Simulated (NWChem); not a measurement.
## Plane-wave run on BP (zincblende type)

```
BP
1.0
    0.00000     2.29588     2.29588
    2.29588     0.00000     2.29588
    2.29588     2.29588     0.00000
P B
1 1
Cartesian
  1.14794   1.14794   1.14794
  0.00000   0.00000   0.00000
```

The numbers come from NWChem runs, not from measurements. Origin of the cell: lattice set by a structure generator, not relaxed at this level.

Norm-conserving pseudopotentials with valence charges P 5, B 3, fixed occupations, no spin-orbit coupling, density cut at twice the wavefunction cutoff.

Level: LDA (Vosko), Troullier-Martins, cutoff 30 Ha, density from a 4×4×4 mesh. Bands run along Γ–X–U|K–Γ–L–W–X with k in units of the cell's reciprocal vectors.

### Question
Give the band energies at the labelled points, in eV from the valence-band top.

### Answer
| point | k | band 1 | band 2 | band 3 | band 4 | band 5 | band 6 |
|---|---|---|---|---|---|---|---|
| Γ | 0.000 0.000 0.000 | -15.10 | 0.00 | 0.00 | 0.00 | 3.32 | 3.32 |
| X | -0.500 -0.500 0.000 | -10.45 | -8.31 | -3.98 | -3.98 | 1.38 | 1.57 |
| U | -0.375 -0.375 0.250 | -10.45 | -7.90 | -6.02 | -3.39 | 2.11 | 5.82 |
| K | -0.375 0.000 0.375 | -10.45 | -7.91 | -6.02 | -3.39 | 2.12 | 5.81 |
| L | 0.000 0.000 0.500 | -11.90 | -8.76 | -1.71 | -1.70 | 3.51 | 4.64 |
| W | -0.500 -0.250 0.250 | -10.20 | -7.79 | -5.49 | -5.28 | 5.25 | 6.58 |
Bands up to 4 are filled.
